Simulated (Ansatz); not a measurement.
**CH₆BFSeSi: one species, many methods**

Aim: compute CH₆BFSeSi with functionals from several rungs and with coupled cluster, and see how far each lands from CCSD(T) at the basis-set limit for the atomisation energy.

Program: Ansatz 0.2.0, Gaussian basis. Level of theory: functionals in def2-TZVPP, the program's frozen cores in correlated methods. These are calculated values, not measurements.

Levels to be run: PBE-D4, r2SCAN-D4, PBE0-D4, B3LYP-D4, ωB97X-V, ωB97M-V, B2PLYP; CCSD(T)/def2-TZVPP; MP2/def2-QZVPP; extrapolation to the limit.

**1. The geometry**

An earlier PBE0-D4 in a triple-zeta def2 set relaxation fixed the geometry.

11 atoms, charge 0, spin multiplicity 1.

Atoms are counted from 1 here; the program's logs count them from 0.

Bond lengths: B1–C2 1.538 Å, B1–Se4 2.242 Å, B1–H6 1.195 Å, B1–H7 1.193 Å, C2–F3 1.354 Å, C2–Se4 2.064 Å, C2–H8 1.087 Å, Se4–Si5 2.301 Å, Si5–H9 1.480 Å, Si5–H10 1.483 Å, Si5–H11 1.479 Å. Angles: C2–B1–Se4 63.0°, C2–B1–H6 117.2°, C2–B1–H7 119.3°, Se4–B1–H6 104.2°, Se4–B1–H7 110.1°, H6–B1–H7 122.4°, B1–C2–F3 121.4°, B1–C2–Se4 75.4°, B1–C2–H8 124.5°, F3–C2–Se4 111.8°, F3–C2–H8 109.7°, Se4–C2–H8 105.5°, B1–Se4–C2 41.6°, B1–Se4–Si5 99.0°, C2–Se4–Si5 95.7°, Se4–Si5–H9 109.8°, Se4–Si5–H10 103.5°, Se4–Si5–H11 110.6° and more.

Geometry (Å):

| atom | x (Å) | y (Å) | z (Å) |
| --- | --- | --- | --- |
| B1 | -1.0119 | 1.2844 | 0.4137 |
| C2 | -1.4201 | 0.0403 | -0.3925 |
| F3 | -0.8530 | -0.2436 | -1.5893 |
| Se4 | -0.3059 | -0.7010 | 1.1785 |
| Si5 | 1.6679 | -0.8586 | 0.0067 |
| H6 | -1.7730 | 1.6665 | 1.2520 |
| H7 | -0.0830 | 1.9378 | 0.0491 |
| H8 | -2.3877 | -0.4508 | -0.3200 |
| H9 | 1.5443 | -1.8882 | -1.0499 |
| H10 | 2.6446 | -1.2981 | 1.0331 |
| H11 | 2.0432 | 0.4542 | -0.5607 |

**2. PBE-D4 (GGA)**

in.yaml reads:

```yaml
crystal:
  periodic: [false, false, false]
  atoms:
    - {symbol: B, position_ang: [-1.011926, 1.284386, 0.413701]}
    - {symbol: C, position_ang: [-1.420125, 0.040273, -0.392508]}
    - {symbol: F, position_ang: [-0.852951, -0.243565, -1.589294]}
    - {symbol: Se, position_ang: [-0.305887, -0.701049, 1.178481]}
    - {symbol: Si, position_ang: [1.667918, -0.858586, 0.006681]}
    - {symbol: H, position_ang: [-1.773030, 1.666488, 1.251959]}
    - {symbol: H, position_ang: [-0.083001, 1.937831, 0.049057]}
    - {symbol: H, position_ang: [-2.387673, -0.450811, -0.320002]}
    - {symbol: H, position_ang: [1.544310, -1.888177, -1.049904]}
    - {symbol: H, position_ang: [2.644578, -1.298062, 1.033133]}
    - {symbol: H, position_ang: [2.043186, 0.454170, -0.560705]}
basis:
  gaussian: {orbitals: def2-TZVPP}
hamiltonian: {xc: pbe, dispersion: d4}
output: {forces: true, orbitals: {seedname: orbitals}}
```

The run is started by

```sh
ansatz run in.yaml --threads 4 --pin off --events-out ev --progress --plain --max-ram 10444MiB
```

Further steps of the session: r2SCAN-D4 (meta-GGA); PBE0-D4 (hybrid); B3LYP-D4 (hybrid); ωB97X-V (range-separated); ωB97M-V (range-separated); B2PLYP (double hybrid); CCSD(T) in def2-TZVPP; MP2 in def2-QZVPP.

Before running them: what should the planned runs give, taken together? Wanted: atomisation energy, CCSD(T)/CBS; farthest; mean size of error, hybrid; mean size of error, range-separated; gap, smallest and largest; T1 diagnostic; triples share of the correlation energy.

**Answer**, as computed:

| quantity | value |
| --- | --- |
| atomisation energy, CCSD(T)/CBS | 866.6 kcal/mol |
| functionals within 8.7 kcal/mol (1.0 %) | r2SCAN-D4, PBE0-D4, B3LYP-D4, ωB97X-V, ωB97M-V |
| farthest | PBE-D4 (+16.0 kcal/mol) |
| mean size of error, hybrid | 1.0 kcal/mol |
| mean size of error, range-separated | 2.6 kcal/mol |
| gap, smallest and largest | 4.89 eV (PBE-D4), 11.25 eV (ωB97X-V) |
| T1 diagnostic | 0.0118 |
| triples share of the correlation energy | 3.7 % |

PBE-D4 misses by +16.0 kcal/mol. Double hybrids carry the basis error of their MP2 part in triple zeta, and no dispersion term here, so their miss is partly the set-up's. The reference freezes the cores and leaves out relativity and excitations past (T), and its outer-core shells are covered unevenly, so misses under about 8.7 kcal/mol can't be ranked. All levels share the lack of spin-orbit coupling, which lowers the free heavy atoms and so the true binding. Hartree-Fock recovers 73 % of the binding; the rest is correlation. Orbital gaps span 4.9 to 11.2 eV; exact exchange widens them. Correlated methods include outer-core shells of Se, which these sets cover unevenly.
